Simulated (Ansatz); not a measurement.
**AlBH6N2: a spread of methods and bases**

How do the results and run time of AlBH6N2 respond when the settings are drawn wide?

Computed with Ansatz 0.2.0, Gaussian basis. Level: the settings change from run to run.

**1. The relaxed structure**

An earlier PBE0-D4 in a triple-zeta def2 set relaxation fixed the geometry.

SMILES `[BH2][Al]([NH2])[NH2]`, 10 atoms, charge 0, spin multiplicity 1.

Atoms are counted from 1 here; the program's logs count them from 0.

Bond lengths: B1–Al2 2.129 Å, B1–H5 1.200 Å, B1–H6 1.200 Å, Al2–N3 1.776 Å, Al2–N4 1.776 Å, N3–H7 1.007 Å, N3–H8 1.007 Å, N4–H9 1.007 Å, N4–H10 1.007 Å. Angles: Al2–B1–H5 122.9°, Al2–B1–H6 122.9°, H5–B1–H6 114.2°, B1–Al2–N3 120.8°, B1–Al2–N4 120.8°, N3–Al2–N4 118.3°, Al2–N3–H7 126.5°, Al2–N3–H8 123.6°, H7–N3–H8 109.9°, Al2–N4–H9 123.6°, Al2–N4–H10 126.5°, H9–N4–H10 109.9°.

**2. RPBE/6-31G***

Options: D3(BJ) with three-body dispersion.

Input file in.yaml:

```yaml
crystal:
  periodic: [false, false, false]
  atoms:
    - {symbol: B, position_ang: [-1.679499, 0.368911, -1.043379]}
    - {symbol: Al, position_ang: [0.099770, -0.025136, 0.056661]}
    - {symbol: N, position_ang: [0.967370, -1.562583, -0.135644]}
    - {symbol: N, position_ang: [0.754068, 1.175112, 1.190121]}
    - {symbol: H, position_ang: [-1.816294, 0.059164, -2.195044]}
    - {symbol: H, position_ang: [-2.633495, 0.918704, -0.565235]}
    - {symbol: H, position_ang: [1.747051, -1.883530, 0.414920]}
    - {symbol: H, position_ang: [0.732090, -2.251784, -0.830858]}
    - {symbol: H, position_ang: [0.273254, 2.022848, 1.442776]}
    - {symbol: H, position_ang: [1.638785, 1.127292, 1.668683]}
basis:
  gaussian: {orbitals: "6-31G*"}
hamiltonian: {xc: {name: RPBE}, dispersion: d3bjatm}
```

Started as:

```sh
> ansatz run in.yaml --threads 2 --pin off --events-out ev --progress --plain --max-ram 4352MiB
```

What it wrote:

```text
Functional definition: RPBE
  name "RPBE"
  cite "Hammer, Hansen & Nørskov, Phys. Rev. B 59, 7413 (1999) doi:10.1103/PhysRevB.59.7413"
  cite "Perdew, Burke & Ernzerhof, Phys. Rev. Lett. 77, 3865 (1996) doi:10.1103/PhysRevLett.77.3865"
  parameter kappa = 0.804
  parameter beta = 0.06672455060314922
  exchange = rpbe_x(kappa = kappa, mu = beta*pi^2/3)
  correlation = pbe_c(beta = beta)
977 factors; their error is unknown
mean field evaluation 1: about -10333.8454 eV, gradient 9.0e1 eV
mean field evaluation 2: about -10245.0674 eV, gradient 1.7e2 eV
mean field evaluation 4: about -10349.9373 eV, gradient 1.2e1 eV
mean field evaluation 8: about -10350.2777 eV, gradient 2.1e-1 eV
mean field evaluation 16: about -10350.2777 eV, gradient 3.9e-5 eV
mean field -10350.27774731 eV, -380.3656915434 hartree, gradient 3.9e-5 eV, S^2 0.000000; 0 other end points of the search recorded, 0 dependent functions left out
reference -10350.27778742 eV, -380.3656930174 hartree; 19, 19 occupied and 57, 57 virtual orbitals, 977 factors
Total energy: -10351.23377025 eV, -380.4008247383 hartree
```

Run time: 0.9 s. Hardware: 2 threads of Arm Neoverse V2, shared host.

**3. CAM-B3LYP/def2-SVP**

Set apart from the defaults: density fitting with def2-universal-jkfit, a grid of angular degree 47.

Changes to in.yaml since step 2:

```diff
@@ -14,3 +14,4 @@
 basis:
-  gaussian: {orbitals: "6-31G*"}
-hamiltonian: {xc: {name: RPBE}, dispersion: d3bjatm}
+  gaussian: {orbitals: def2-SVP, fitting: {mean_field: def2-universal-jkfit}, final_grid: {core_spheres: 20, valence_spheres: 16, degree: 47}}
+hamiltonian: {xc: {name: CAM-B3LYP}}
+output: {forces: true}
```

Same command.

What it wrote, cut to the lines that bear on the results:

```text
Functional definition: CAM-B3LYP
  name "CAM-B3LYP"
  cite "Yanai, Tew & Handy, Chem. Phys. Lett. 393, 51 (2004) doi:10.1016/j.cplett.2004.06.011"
  cite "Iikura, Tsuneda, Yanai & Hirao, J. Chem. Phys. 115, 3540 (2001) doi:10.1063/1.1383587"
  cite "Becke, Phys. Rev. A 38, 3098 (1988) doi:10.1103/PhysRevA.38.3098"
  cite "Lee, Yang & Parr, Phys. Rev. B 37, 785 (1988) doi:10.1103/PhysRevB.37.785"
  cite "Vosko, Wilk & Nusair, Can. J. Phys. 58, 1200 (1980) doi:10.1139/p80-159"
[...]
  # Exact exchange under (alpha + beta erf(omega r))/r, Becke's under what is left of 1/r.
[...]
465 factors; integrals over basis functions are off by at most 2.7e-1 eV
465 factors; integrals over basis functions are off by at most 8.2e-7 eV
[...]
mean field -10344.84418696 eV, -380.1660118837 hartree, gradient 6.1e-5 eV, S^2 0.000000; 0 other end points of the search recorded, 0 dependent functions left out
[...]
Atom 0 at    -1.679499     0.368911    -1.043379 Å, force     0.259794    -0.061303     0.162587 eV/Å
Atom 1 at     0.099770    -0.025136     0.056661 Å, force    -0.097736     0.022818    -0.060911 eV/Å
Atom 2 at     0.967370    -1.562583    -0.135644 Å, force    -0.179757     0.315797     0.049802 eV/Å
Atom 3 at     0.754068     1.175112     1.190121 Å, force    -0.125525    -0.248238    -0.238727 eV/Å
Atom 4 at    -1.816294     0.059164    -2.195044 Å, force    -0.029427    -0.054887    -0.229654 eV/Å
Atom 5 at    -2.633495     0.918704    -0.565235 Å, force    -0.192008     0.106512     0.091259 eV/Å
Atom 6 at     1.747051    -1.883530     0.414920 Å, force     0.268167    -0.125961     0.180377 eV/Å
Atom 7 at     0.732090    -2.251784    -0.830858 Å, force    -0.057216    -0.253814    -0.235366 eV/Å
Atom 8 at     0.273254     2.022848     1.442776 Å, force    -0.147548     0.299207     0.108664 eV/Å
Atom 9 at     1.638785     1.127292     1.668683 Å, force     0.301256    -0.000131     0.171969 eV/Å
Dipole moment:     0.184637    -0.040816     0.114103 e Å
```

Wall time 2.2 s (2 threads of Arm Neoverse V2, shared host).

Largest force 0.367 eV/Å, dipole 1.06 D.

**4. revPBE0/6-31++G****

Options: D3(BJ) dispersion.

Changes to in.yaml since step 3:

```diff
@@ -14,4 +14,4 @@
 basis:
-  gaussian: {orbitals: def2-SVP, fitting: {mean_field: def2-universal-jkfit}, final_grid: {core_spheres: 20, valence_spheres: 16, degree: 47}}
-hamiltonian: {xc: {name: CAM-B3LYP}}
+  gaussian: {orbitals: "6-31++G**"}
+hamiltonian: {xc: {name: revPBE0}, dispersion: d3bj}
 output: {forces: true}
```

Same command.

What it wrote, cut to the lines that bear on the results:

```text
Functional definition: revPBE0
  name "revPBE0"
  cite "Zhang & Yang, Phys. Rev. Lett. 80, 890 (1998) doi:10.1103/PhysRevLett.80.890"
  cite "Adamo & Barone, J. Chem. Phys. 110, 6158 (1999) doi:10.1063/1.478522"
  cite "Perdew, Burke & Ernzerhof, Phys. Rev. Lett. 77, 3865 (1996) doi:10.1103/PhysRevLett.77.3865"
[...]
1042 factors; integrals over basis functions are off by at most 1.1e-3 eV
[...]
mean field -10348.66722423 eV, -380.3065059120 hartree, gradient 2.5e-5 eV, S^2 0.000000; 0 other end points of the search recorded, 0 dependent functions left out
[...]
reference -10348.66730810 eV, -380.3065089941 hartree; 19, 19 occupied and 97, 97 virtual orbitals, 1042 factors
Total energy: -10349.00308873 eV, -380.3188487046 hartree
Atom 0 at    -1.679499     0.368911    -1.043379 Å, force    -0.041953     0.005376    -0.023921 eV/Å
Atom 1 at     0.099770    -0.025136     0.056661 Å, force    -0.366846     0.082394    -0.227289 eV/Å
Atom 2 at     0.967370    -1.562583    -0.135644 Å, force     0.181769    -0.298227    -0.034997 eV/Å
Atom 3 at     0.754068     1.175112     1.190121 Å, force     0.134860     0.227996     0.230648 eV/Å
Atom 4 at    -1.816294     0.059164    -2.195044 Å, force    -0.000916    -0.021057    -0.061464 eV/Å
Atom 5 at    -2.633495     0.918704    -0.565235 Å, force    -0.045812     0.034169     0.031012 eV/Å
Atom 6 at     1.747051    -1.883530     0.414920 Å, force     0.110180    -0.040018     0.076661 eV/Å
Atom 7 at     0.732090    -2.251784    -0.830858 Å, force    -0.031807    -0.097823    -0.091899 eV/Å
Atom 8 at     0.273254     2.022848     1.442776 Å, force    -0.061766     0.118601     0.033893 eV/Å
Atom 9 at     1.638785     1.127292     1.668683 Å, force     0.122292    -0.011414     0.067356 eV/Å
Dipole moment:     0.140133    -0.030947     0.086580 e Å
```

Run time: 2.3 s. Hardware: 2 threads of Arm Neoverse V2, shared host.

Largest force 0.439 eV/Å, dipole 0.81 D.

**5. PBEsol/def2-SVP**

Options: density fitting with def2-universal-jkfit, finite nuclei, a point charge of 2.00 e beside it, relativity set to scalar, high accuracy.

Changes to in.yaml since step 4:

```diff
@@ -14,4 +14,4 @@
 basis:
-  gaussian: {orbitals: "6-31++G**"}
-hamiltonian: {xc: {name: revPBE0}, dispersion: d3bj}
-output: {forces: true}
+  gaussian: {orbitals: def2-SVP, fitting: {mean_field: def2-universal-jkfit}, nuclear_model: gaussian, point_charges: [{charge: 2.00, position_ang: [6.280, 0.985, -0.037]}]}
+hamiltonian: {xc: {name: PBEsol}, pseudopotentials: {relativity: scalar}}
+accuracy: high
```

Same command.

What it wrote:

```text
Functional definition: PBEsol
  name "PBEsol"
  cite "Perdew et al., Phys. Rev. Lett. 100, 136406 (2008) doi:10.1103/PhysRevLett.100.136406"
  cite "Perdew, Burke & Ernzerhof, Phys. Rev. Lett. 77, 3865 (1996) doi:10.1103/PhysRevLett.77.3865"
  parent pbesol
  exchange = pbesol_x
  correlation = pbesol_c
465 factors; integrals over basis functions are off by at most 2.7e-1 eV
mean field evaluation 1: about -10304.3709 eV, gradient 9.0e1 eV
mean field evaluation 2: about -10215.9467 eV, gradient 1.7e2 eV
mean field evaluation 4: about -10321.0318 eV, gradient 1.2e1 eV
mean field evaluation 8: about -10321.4703 eV, gradient 9.7e-2 eV
mean field evaluation 16: about -10321.4705 eV, gradient 8.4e-6 eV
mean field -10321.47052088 eV, -379.3070454982 hartree, gradient 7.8e-8 eV, S^2 0.000000; 0 other end points of the search recorded, 0 dependent functions left out
reference -10321.47052479 eV, -379.3070456420 hartree; 19, 19 occupied and 71, 71 virtual orbitals, 465 factors
Total energy: -10321.47052479 eV, -379.3070456420 hartree
Relativity: scalar
```

Wall time 2 s (2 threads of Arm Neoverse V2, shared host).

**6. PBE0/cc-pVTZ**

Options: the search for lower states set to light.

Changes to in.yaml since step 5:

```diff
@@ -14,4 +14,5 @@
 basis:
-  gaussian: {orbitals: def2-SVP, fitting: {mean_field: def2-universal-jkfit}, nuclear_model: gaussian, point_charges: [{charge: 2.00, position_ang: [6.280, 0.985, -0.037]}]}
-hamiltonian: {xc: {name: PBEsol}, pseudopotentials: {relativity: scalar}}
-accuracy: high
+  gaussian: {orbitals: cc-pVTZ}
+hamiltonian: {xc: {name: PBE0}}
+scf: {lower_state_search: light}
+output: {forces: true}
```

Same command.

What it wrote, cut to the lines that bear on the results:

```text
Functional definition: PBE0
  name "PBE0"
  cite "Adamo & Barone, J. Chem. Phys. 110, 6158 (1999) doi:10.1063/1.478522"
  cite "Perdew, Burke & Ernzerhof, Phys. Rev. Lett. 77, 3865 (1996) doi:10.1103/PhysRevLett.77.3865"
  parent pbe
[...]
1213 factors; their error is unknown
[...]
mean field -10345.73684651 eV, -380.1988165169 hartree, gradient 6.7e-5 eV, S^2 0.000000; 0 other end points of the search recorded, 0 dependent functions left out
[...]
reference -10345.73688047 eV, -380.1988177648 hartree; 19, 19 occupied and 189, 189 virtual orbitals, 1213 factors
Total energy: -10345.73688047 eV, -380.1988177648 hartree
Atom 0 at    -1.679499     0.368911    -1.043379 Å, force    -0.052264     0.007581    -0.030250 eV/Å
Atom 1 at     0.099770    -0.025136     0.056661 Å, force    -0.082823     0.019455    -0.051621 eV/Å
Atom 2 at     0.967370    -1.562583    -0.135644 Å, force     0.063502    -0.108930    -0.018795 eV/Å
Atom 3 at     0.754068     1.175112     1.190121 Å, force     0.043293     0.085182     0.084669 eV/Å
Atom 4 at    -1.816294     0.059164    -2.195044 Å, force     0.002318     0.006751     0.017818 eV/Å
Atom 5 at    -2.633495     0.918704    -0.565235 Å, force     0.015398    -0.007826    -0.008479 eV/Å
Atom 6 at     1.747051    -1.883530     0.414920 Å, force    -0.016839    -0.011087    -0.020020 eV/Å
Atom 7 at     0.732090    -2.251784    -0.830858 Å, force     0.020282     0.003599     0.024132 eV/Å
Atom 8 at     0.273254     2.022848     1.442776 Å, force     0.027781    -0.014188     0.005423 eV/Å
Atom 9 at     1.638785     1.127292     1.668683 Å, force    -0.020649     0.019462    -0.002877 eV/Å
Dipole moment:     0.177959    -0.039330     0.109964 e Å
```

Wall time 4.1 s (2 threads of Arm Neoverse V2, shared host); peak memory 0.45 GiB.

Largest force 0.128 eV/Å, dipole 1.02 D.

**7. B97/def2-mTZVP**

Options: multiplicity 3, relativity set to none.

Changes to in.yaml since step 6:

```diff
@@ -14,5 +14,5 @@
 basis:
-  gaussian: {orbitals: cc-pVTZ}
-hamiltonian: {xc: {name: PBE0}}
-scf: {lower_state_search: light}
+  gaussian: {orbitals: def2-mTZVP}
+magnetization: {spin_polarized: true, initial_magnetization: 2}
+hamiltonian: {xc: {name: B97}, pseudopotentials: {relativity: none}}
 output: {forces: true}
```

Same command.

What it wrote, cut to the lines that bear on the results:

```text
Functional definition: B97
  name "B97"
  cite "Becke, J. Chem. Phys. 107, 8554 (1997) doi:10.1063/1.475007"
[...]
      + integral(e_c_pw_opposite_spin*poly(b97_u_opposite, cos0, cos1, cos2))
893 factors; integrals over basis functions are off by at most 1.0e-3 eV
[...]
mean field -10348.12904308 eV, -380.2867281193 hartree, gradient 2.2e-5 eV, S^2 2.004760; 3 other end points of the search recorded, 0 dependent functions left out
[...]
reference -10348.12907970 eV, -380.2867294653 hartree; 20, 18 occupied and 77, 79 virtual orbitals, 893 factors
Total energy: -10348.12907970 eV, -380.2867294653 hartree
Atom 0 at    -1.679499     0.368911    -1.043379 Å, force    -1.743024     0.385111    -1.077013 eV/Å
Atom 1 at     0.099770    -0.025136     0.056661 Å, force     0.474950    -0.106208     0.294363 eV/Å
Atom 2 at     0.967370    -1.562583    -0.135644 Å, force    -0.185687     0.117827    -0.397271 eV/Å
Atom 3 at     0.754068     1.175112     1.190121 Å, force    -0.453366     0.023851     0.001951 eV/Å
Atom 4 at    -1.816294     0.059164    -2.195044 Å, force     1.095244    -0.530633     0.021872 eV/Å
Atom 5 at    -2.633495     0.918704    -0.565235 Å, force     0.618938     0.152532     1.037011 eV/Å
Atom 6 at     1.747051    -1.883530     0.414920 Å, force     0.106688     0.013459     0.250607 eV/Å
Atom 7 at     0.732090    -2.251784    -0.830858 Å, force    -0.083774    -0.170206    -0.120513 eV/Å
Atom 8 at     0.273254     2.022848     1.442776 Å, force    -0.084739     0.207613     0.016317 eV/Å
Atom 9 at     1.638785     1.127292     1.668683 Å, force     0.254771    -0.093346    -0.027323 eV/Å
Dipole moment:     0.540244    -0.119694     0.334125 e Å
```

Wall time 8.5 s (2 threads of Arm Neoverse V2, shared host).

Largest force 2.085 eV/Å, dipole 3.10 D, ⟨S²⟩ 2.005.

**8. BLYP/aug-pcseg-2**

Set apart from the defaults: coordinates scaled by 1.12, D3(BJ) with three-body dispersion, high accuracy.

Input file in.yaml:

```yaml
crystal:
  periodic: [false, false, false]
  atoms:
    - {symbol: B, position_ang: [-1.881038, 0.413181, -1.168584]}
    - {symbol: Al, position_ang: [0.111742, -0.028152, 0.063460]}
    - {symbol: N, position_ang: [1.083454, -1.750093, -0.151922]}
    - {symbol: N, position_ang: [0.844556, 1.316126, 1.332936]}
    - {symbol: H, position_ang: [-2.034250, 0.066263, -2.458449]}
    - {symbol: H, position_ang: [-2.949514, 1.028948, -0.633064]}
    - {symbol: H, position_ang: [1.956697, -2.109554, 0.464710]}
    - {symbol: H, position_ang: [0.819941, -2.521998, -0.930562]}
    - {symbol: H, position_ang: [0.306045, 2.265590, 1.615910]}
    - {symbol: H, position_ang: [1.835439, 1.262567, 1.868924]}
basis:
  gaussian: {orbitals: aug-pcseg-2}
hamiltonian: {xc: {name: BLYP}, dispersion: d3bjatm}
accuracy: high
```

Launched as before.

What it wrote:

```text
Functional definition: BLYP
  name "BLYP"
  cite "Becke, Phys. Rev. A 38, 3098 (1988) doi:10.1103/PhysRevA.38.3098"
  cite "Lee, Yang & Parr, Phys. Rev. B 37, 785 (1988) doi:10.1103/PhysRevB.37.785"
  parameter beta = 0.0042
  parameter a = 0.04918
  parameter b = 0.132
  parameter c = 0.2533
  parameter d = 0.349
  exchange = b88_x(beta = beta)
  correlation = lyp_c(a = a, b = b, c = c, d = d)
5090 factors; integrals over basis functions are off by at most 3.9e-9 eV
mean field evaluation 1: about -10325.5709 eV, gradient 1.1e2 eV
mean field evaluation 2: about -10185.5550 eV, gradient 2.0e2 eV
mean field evaluation 4: about -10348.4474 eV, gradient 2.5e1 eV
mean field evaluation 8: about -10350.4785 eV, gradient 6.5e-1 eV
mean field evaluation 16: about -10350.4770 eV, gradient 2.7e-4 eV
mean field -10350.47701652 eV, -380.3730145519 hartree, gradient 9.6e-8 eV, S^2 0.000000; 0 other end points of the search recorded, 0 dependent functions left out
reference -10350.47708628 eV, -380.3730171156 hartree; 19, 19 occupied and 307, 307 virtual orbitals, 5090 factors
Total energy: -10350.80150868 eV, -380.3849394188 hartree
```

Wall time 47 s (2 threads of Arm Neoverse V2, shared host); peak memory 3.1 GiB.

**9. BHLYP/def2-mTZVP**

This run has the search for lower states set to off.

Input file in.yaml:

```yaml
crystal:
  periodic: [false, false, false]
  atoms:
    - {symbol: B, position_ang: [-1.679499, 0.368911, -1.043379]}
    - {symbol: Al, position_ang: [0.099770, -0.025136, 0.056661]}
    - {symbol: N, position_ang: [0.967370, -1.562583, -0.135644]}
    - {symbol: N, position_ang: [0.754068, 1.175112, 1.190121]}
    - {symbol: H, position_ang: [-1.816294, 0.059164, -2.195044]}
    - {symbol: H, position_ang: [-2.633495, 0.918704, -0.565235]}
    - {symbol: H, position_ang: [1.747051, -1.883530, 0.414920]}
    - {symbol: H, position_ang: [0.732090, -2.251784, -0.830858]}
    - {symbol: H, position_ang: [0.273254, 2.022848, 1.442776]}
    - {symbol: H, position_ang: [1.638785, 1.127292, 1.668683]}
basis:
  gaussian: {orbitals: def2-mTZVP}
hamiltonian: {xc: {name: BHLYP}}
scf: {lower_state_search: off}
output: {forces: true}
```

Same command.

What it wrote, cut to the lines that bear on the results:

```text
Functional definition: BHLYP
  name "BHLYP"
  cite "Becke, J. Chem. Phys. 98, 1372 (1993) doi:10.1063/1.464304"
  cite "Becke, Phys. Rev. A 38, 3098 (1988) doi:10.1103/PhysRevA.38.3098"
  cite "Lee, Yang & Parr, Phys. Rev. B 37, 785 (1988) doi:10.1103/PhysRevB.37.785"
[...]
893 factors; integrals over basis functions are off by at most 1.0e-3 eV
[...]
mean field -10350.87145004 eV, -380.3875097162 hartree, gradient 8.5e-6 eV, S^2 0.000000; 0 other end points of the search recorded, 0 dependent functions left out
[...]
reference -10350.87163514 eV, -380.3875165186 hartree; 19, 19 occupied and 78, 78 virtual orbitals, 893 factors
Total energy: -10350.87163514 eV, -380.3875165186 hartree
Atom 0 at    -1.679499     0.368911    -1.043379 Å, force    -0.268404     0.054825    -0.163551 eV/Å
Atom 1 at     0.099770    -0.025136     0.056661 Å, force     0.070853    -0.014508     0.043372 eV/Å
Atom 2 at     0.967370    -1.562583    -0.135644 Å, force     0.041421    -0.108556    -0.022379 eV/Å
Atom 3 at     0.754068     1.175112     1.190121 Å, force     0.031333     0.092290     0.067280 eV/Å
Atom 4 at    -1.816294     0.059164    -2.195044 Å, force     0.031591     0.088612     0.300453 eV/Å
Atom 5 at    -2.633495     0.918704    -0.565235 Å, force     0.246074    -0.146704    -0.130702 eV/Å
Atom 6 at     1.747051    -1.883530     0.414920 Å, force    -0.165005     0.056564    -0.136604 eV/Å
Atom 7 at     0.732090    -2.251784    -0.830858 Å, force     0.078531     0.122610     0.163823 eV/Å
Atom 8 at     0.273254     2.022848     1.442776 Å, force     0.134767    -0.169783    -0.032159 eV/Å
Atom 9 at     1.638785     1.127292     1.668683 Å, force    -0.201161     0.024651    -0.089534 eV/Å
Dipole moment:     0.148892    -0.032880     0.091992 e Å
Checks for a lower state left out: stability, starts, cluster_reference, orbital_swaps, neighbouring_geometries, increment
```

Run time: 1.6 s. Hardware: 2 threads of Arm Neoverse V2, shared host.

Largest force 0.319 eV/Å, dipole 0.86 D.

**10. RPA/cc-pVTZ**

Set apart from the defaults: density fitting with def2-universal-jkfit, high accuracy.

Changes to in.yaml since step 9:

```diff
@@ -14,5 +14,5 @@
 basis:
-  gaussian: {orbitals: def2-mTZVP}
-hamiltonian: {xc: {name: BHLYP}}
-scf: {lower_state_search: off}
-output: {forces: true}
+  gaussian: {orbitals: cc-pVTZ, fitting: {mean_field: def2-universal-jkfit}}
+hamiltonian: {xc: {name: r2SCAN}}
+correlation: {method: rpa}
+accuracy: high
```

Launched as before.

What it wrote, cut to the lines that bear on the results:

```text
Functional definition: r2SCAN
  name "r2SCAN"
  cite "Furness, Kaplan, Ning, Perdew & Sun, J. Phys. Chem. Lett. 11, 8208 (2020) doi:10.1021/acs.jpclett.0c02405"
  cite "Furness, Kaplan, Ning, Perdew & Sun, J. Phys. Chem. Lett. 11, 9248 (2020) doi:10.1021/acs.jpclett.0c03077"
  parent r2scan
[...]
465 factors; integrals over basis functions are off by at most 1.0e0 eV
[...]
mean field -10350.54616858 eV, -380.3755558431 hartree, gradient 2.6e-8 eV, S^2 0.000000; 1 other end points of the search recorded, 0 dependent functions left out
8 core orbitals not correlated: weight in the atoms' cores, before any rotation towards them, 1.000 or more for the frozen orbitals, at most 0.000 for the correlated occupied ones
reference -10315.14277175 eV, -379.0745050069 hartree; 11, 11 occupied and 189, 189 virtual orbitals, 465 factors
Total energy: -10341.93141855 eV, -380.0589696188 hartree
```

It took 20 s on 2 threads of Arm Neoverse V2, shared host.

**11. All runs side by side**

| level | charge | multiplicity | geometry | functions | energy (eV) | time |
| --- | --- | --- | --- | --- | --- | --- |
| RPBE/6-31G* | 0 | 1 | relaxed | 76 | -10351.234 | 0.9 s |
| CAM-B3LYP/def2-SVP | 0 | 1 | relaxed | 90 | -10344.844 | 2.2 s |
| revPBE0/6-31++G** | 0 | 1 | relaxed | 116 | -10349.003 | 2.3 s |
| PBEsol/def2-SVP | 0 | 1 | relaxed, point charge | 90 | -10321.471 | 2 s |
| PBE0/cc-pVTZ | 0 | 1 | relaxed | 208 | -10345.737 | 4.1 s |
| B97/def2-mTZVP | 0 | 3 | relaxed | 97 | -10348.129 | 8.5 s |
| BLYP/aug-pcseg-2 | 0 | 1 | scaled | 326 | -10350.802 | 47 s |
| BHLYP/def2-mTZVP | 0 | 1 | relaxed | 97 | -10350.872 | 1.6 s |
| RPA/cc-pVTZ | 0 | 1 | relaxed | 208 | -10341.931 | 20 s |

**12. Outcome**

```
                                         quantity                   value
                                             runs                       9
                                         quickest      RPBE/6-31G*, 0.9 s
                                          slowest  BLYP/aug-pcseg-2, 47 s
spread of total energies, same state and geometry                  9.3 eV
                  dipole, same state and geometry          0.81 to 1.06 D
```

In words: BLYP/aug-pcseg-2 took 52 times as long as RPBE/6-31G*. The jobs differ in tasks and options as well as level. Total energies at one charge and spin differ by 9 eV between levels, so only differences within one level mean anything. At the PBE0-D4/def2-TZVP geometry and in the same state, runs without warnings or point charges leave forces up to 0.44 eV/Å (revPBE0/6-31++G**). At that geometry and state the dipole changes by 32 % between the lowest and highest value.
